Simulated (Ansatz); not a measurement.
Born–Oppenheimer molecular dynamics of a periodic cell of 34 atoms, Ba$_{6}$Ti$_{6}$BCl$_{3}$O$_{18}$ (surface BaTiO3(110), adsorbate BCl3, incident energy 10 eV, 40° from the normal). It starts from an unrelaxed structure (largest force component 7.84 eV/Å).

Computed with Ansatz, DFT PBEsol, scalar-relativistic, plane waves, PAW. Settings: PAW set soft_1, cutoff 420 eV, k mesh 2x1x1, fermi-dirac smearing 0.02 eV, no spin polarisation.

- ensemble: NVE (velocity Verlet)
- time step: 1 fs
- steps asked: 160
- starting velocities: zero, but for any typed in the input
- atoms held: 1, 2, 3, 4, 5, 16, 17, 18, 19, 20
- seed: 647486

Frames 2 fs apart, positions in Å.

Velocities at 120 fs (Å/ps):

```
Ba 0.00 0.00 0.00
Ti 0.00 0.00 0.00
O 0.00 0.00 0.00
O 0.00 0.00 0.00
O 0.00 0.00 0.00
Ba -0.17 -0.01 8.65
Ti 0.43 -0.18 6.79
O -0.81 -0.10 63.29
O 23.91 -0.23 22.48
O -25.84 0.20 16.25
Ba 0.28 -0.09 19.79
Ti 0.41 0.50 4.84
O -3.80 -3.86 -8.43
O 37.16 -3.05 -7.87
O -38.23 2.34 4.34
Ba 0.00 0.00 0.00
Ti 0.00 0.00 0.00
O 0.00 0.00 0.00
O 0.00 0.00 0.00
O 0.00 0.00 0.00
Ba -0.35 0.00 8.83
Ti 0.39 0.16 6.76
O -0.93 0.09 63.28
O 30.79 0.32 23.76
O -34.85 -0.06 13.03
Ba 0.68 0.20 6.72
Ti -0.57 -0.06 4.77
O -4.59 3.86 -8.74
O 41.24 0.88 -16.27
O -46.77 -2.92 -15.77
B 29.35 -0.64 19.19
Cl 30.11 -3.69 -21.62
Cl 30.43 4.48 -19.68
Cl 21.32 -0.41 -5.00
```

```xyz
34
Lattice="5.7735 0.0000 0.0000 0.0000 8.1649 0.0000 0.0000 0.0000 21.2169" Properties=species:S:1:pos:R:3 time_fs=120 energy_less_start_eV=-18.235 T=9056
Ba 0.000 0.000 1.000
Ti 2.887 2.041 1.000
O 0.000 2.041 1.000
O 1.443 0.000 2.443
O 4.330 0.000 2.443
Ba 2.882 0.000 4.647
Ti 0.011 2.030 4.119
O 2.876 2.039 2.503
O 5.225 -0.002 4.926
O 0.524 0.001 4.840
Ba 0.006 -0.001 8.396
Ti 2.892 2.037 7.660
O -0.032 2.036 7.194
O 2.275 -0.040 7.764
O 3.480 0.033 7.965
Ba 0.000 4.082 1.000
Ti 2.887 6.124 1.000
O 0.000 6.124 1.000
O 1.443 4.082 2.443
O 4.330 4.082 2.443
Ba 2.876 4.082 4.646
Ti 0.011 6.135 4.119
O 2.875 6.126 2.503
O 5.199 4.087 4.966
O 0.515 4.083 4.776
Ba 0.016 4.087 8.263
Ti 2.878 6.133 7.661
O -0.039 6.121 7.188
O 2.218 4.096 7.530
O 3.482 4.043 7.895
B 6.147 4.004 10.603
Cl 7.034 2.438 9.930
Cl 7.123 5.545 9.946
Cl 4.388 4.069 10.085
34
Lattice="5.7735 0.0000 0.0000 0.0000 8.1649 0.0000 0.0000 0.0000 21.2169" Properties=species:S:1:pos:R:3 time_fs=122 energy_less_start_eV=-13.266 T=7520
Ba 0.000 0.000 1.000
Ti 2.887 2.041 1.000
O 0.000 2.041 1.000
O 1.443 0.000 2.443
O 4.330 0.000 2.443
Ba 2.882 0.000 4.664
Ti 0.012 2.030 4.133
O 2.875 2.039 2.634
O 5.238 -0.003 4.975
O 0.507 0.002 4.870
Ba 0.006 -0.001 8.436
Ti 2.893 2.038 7.669
O -0.040 2.027 7.175
O 2.333 -0.047 7.744
O 3.419 0.039 7.977
Ba 0.000 4.082 1.000
Ti 2.887 6.124 1.000
O 0.000 6.124 1.000
O 1.443 4.082 2.443
O 4.330 4.082 2.443
Ba 2.875 4.082 4.663
Ti 0.012 6.135 4.132
O 2.873 6.126 2.633
O 5.231 4.088 5.020
O 0.474 4.083 4.797
Ba 0.018 4.088 8.275
Ti 2.877 6.132 7.670
O -0.049 6.130 7.169
O 2.294 4.098 7.494
O 3.395 4.036 7.864
B 6.207 4.003 10.646
Cl 7.095 2.430 9.888
Cl 7.185 5.554 9.909
Cl 4.429 4.068 10.080
34
Lattice="5.7735 0.0000 0.0000 0.0000 8.1649 0.0000 0.0000 0.0000 21.2169" Properties=species:S:1:pos:R:3 time_fs=124 energy_less_start_eV=-15.596 T=8239
Ba 0.000 0.000 1.000
Ti 2.887 2.041 1.000
O 0.000 2.041 1.000
O 1.443 0.000 2.443
O 4.330 0.000 2.443
Ba 2.881 0.000 4.681
Ti 0.013 2.029 4.146
O 2.873 2.039 2.762
O 5.181 -0.004 5.032
O 0.558 0.003 4.894
Ba 0.007 -0.001 8.476
Ti 2.894 2.040 7.679
O -0.050 2.016 7.153
O 2.342 -0.059 7.712
O 3.409 0.049 8.000
Ba 0.000 4.082 1.000
Ti 2.887 6.124 1.000
O 0.000 6.124 1.000
O 1.443 4.082 2.443
O 4.330 4.082 2.443
Ba 2.874 4.082 4.681
Ti 0.013 6.135 4.145
O 2.871 6.126 2.762
O 5.192 4.089 5.092
O 0.503 4.082 4.802
Ba 0.020 4.088 8.283
Ti 2.876 6.132 7.679
O -0.060 6.142 7.147
O 2.336 4.103 7.442
O 3.343 4.027 7.842
B 6.269 4.001 10.698
Cl 7.157 2.421 9.848
Cl 7.248 5.565 9.873
Cl 4.466 4.067 10.085
34
Lattice="5.7735 0.0000 0.0000 0.0000 8.1649 0.0000 0.0000 0.0000 21.2169" Properties=species:S:1:pos:R:3 time_fs=126 energy_less_start_eV=-20.522 T=9804
Ba 0.000 0.000 1.000
Ti 2.887 2.041 1.000
O 0.000 2.041 1.000
O 1.443 0.000 2.443
O 4.330 0.000 2.443
Ba 2.881 0.000 4.697
Ti 0.015 2.029 4.159
O 2.871 2.039 2.882
O 5.090 -0.005 5.094
O 0.642 0.004 4.914
Ba 0.007 -0.001 8.516
Ti 2.895 2.042 7.688
O -0.061 2.002 7.129
O 2.299 -0.078 7.663
O 3.449 0.066 8.038
Ba 0.000 4.082 1.000
Ti 2.887 6.124 1.000
O 0.000 6.124 1.000
O 1.443 4.082 2.443
O 4.330 4.082 2.443
Ba 2.873 4.082 4.697
Ti 0.014 6.136 4.158
O 2.869 6.126 2.882
O 5.110 4.090 5.175
O 0.573 4.081 4.797
Ba 0.022 4.088 8.287
Ti 2.874 6.131 7.688
O -0.071 6.156 7.122
O 2.322 4.114 7.367
O 3.346 4.012 7.841
B 6.331 4.000 10.760
Cl 7.221 2.411 9.810
Cl 7.313 5.578 9.841
Cl 4.498 4.066 10.100
34
Lattice="5.7735 0.0000 0.0000 0.0000 8.1649 0.0000 0.0000 0.0000 21.2169" Properties=species:S:1:pos:R:3 time_fs=128 energy_less_start_eV=-22.245 T=10372
Ba 0.000 0.000 1.000
Ti 2.887 2.041 1.000
O 0.000 2.041 1.000
O 1.443 0.000 2.443
O 4.330 0.000 2.443
Ba 2.881 0.000 4.712
Ti 0.017 2.028 4.173
O 2.870 2.038 2.993
O 4.996 -0.006 5.157
O 0.728 0.005 4.934
Ba 0.007 -0.002 8.556
Ti 2.897 2.043 7.697
O -0.073 1.987 7.103
O 2.231 -0.101 7.604
O 3.515 0.086 8.085
Ba 0.000 4.082 1.000
Ti 2.887 6.124 1.000
O 0.000 6.124 1.000
O 1.443 4.082 2.443
O 4.330 4.082 2.443
Ba 2.873 4.082 4.713
Ti 0.016 6.136 4.172
O 2.867 6.127 2.992
O 5.020 4.092 5.261
O 0.649 4.080 4.789
Ba 0.025 4.089 8.288
Ti 2.871 6.130 7.697
O -0.085 6.172 7.095
O 2.268 4.130 7.271
O 3.390 3.992 7.857
B 6.394 3.999 10.831
Cl 7.287 2.400 9.774
Cl 7.380 5.591 9.810
Cl 4.526 4.065 10.126
34
Lattice="5.7735 0.0000 0.0000 0.0000 8.1649 0.0000 0.0000 0.0000 21.2169" Properties=species:S:1:pos:R:3 time_fs=130 energy_less_start_eV=-21.152 T=10044
Ba 0.000 0.000 1.000
Ti 2.887 2.041 1.000
O 0.000 2.041 1.000
O 1.443 0.000 2.443
O 4.330 0.000 2.443
Ba 2.881 0.000 4.727
Ti 0.018 2.028 4.186
O 2.868 2.038 3.094
O 4.912 -0.007 5.219
O 0.802 0.006 4.955
Ba 0.007 -0.002 8.597
Ti 2.900 2.045 7.706
O -0.086 1.969 7.076
O 2.159 -0.126 7.540
O 3.583 0.109 8.134
Ba 0.000 4.082 1.000
Ti 2.887 6.124 1.000
O 0.000 6.124 1.000
O 1.443 4.082 2.443
O 4.330 4.082 2.443
Ba 2.872 4.082 4.729
Ti 0.017 6.137 4.185
O 2.866 6.127 3.094
O 4.936 4.093 5.347
O 0.718 4.079 4.783
Ba 0.029 4.089 8.284
Ti 2.869 6.128 7.705
O -0.099 6.190 7.066
O 2.200 4.149 7.166
O 3.449 3.969 7.880
B 6.456 3.998 10.908
Cl 7.355 2.387 9.740
Cl 7.449 5.607 9.780
Cl 4.548 4.063 10.162
```

Of the whole run (160 fs, mean temperature of the second half 8790 K): The conserved energy wandered by up to 5.6 meV per atom (net -0.3 meV per atom), which is poor conservation. The start is strongly strained: it lies 0.7 eV per atom above the lowest frames. A run of 0.16 ps of so small a system gives no equilibrium averages. Limits of this set-up: coarse k mesh, slab without dipole correction, no dispersion correction for a molecule that may bind weakly, PAW files made for another functional.

The run took 55 min on 2 threads of Arm Neoverse V1, on a shared host, peak memory 2.1 GiB.
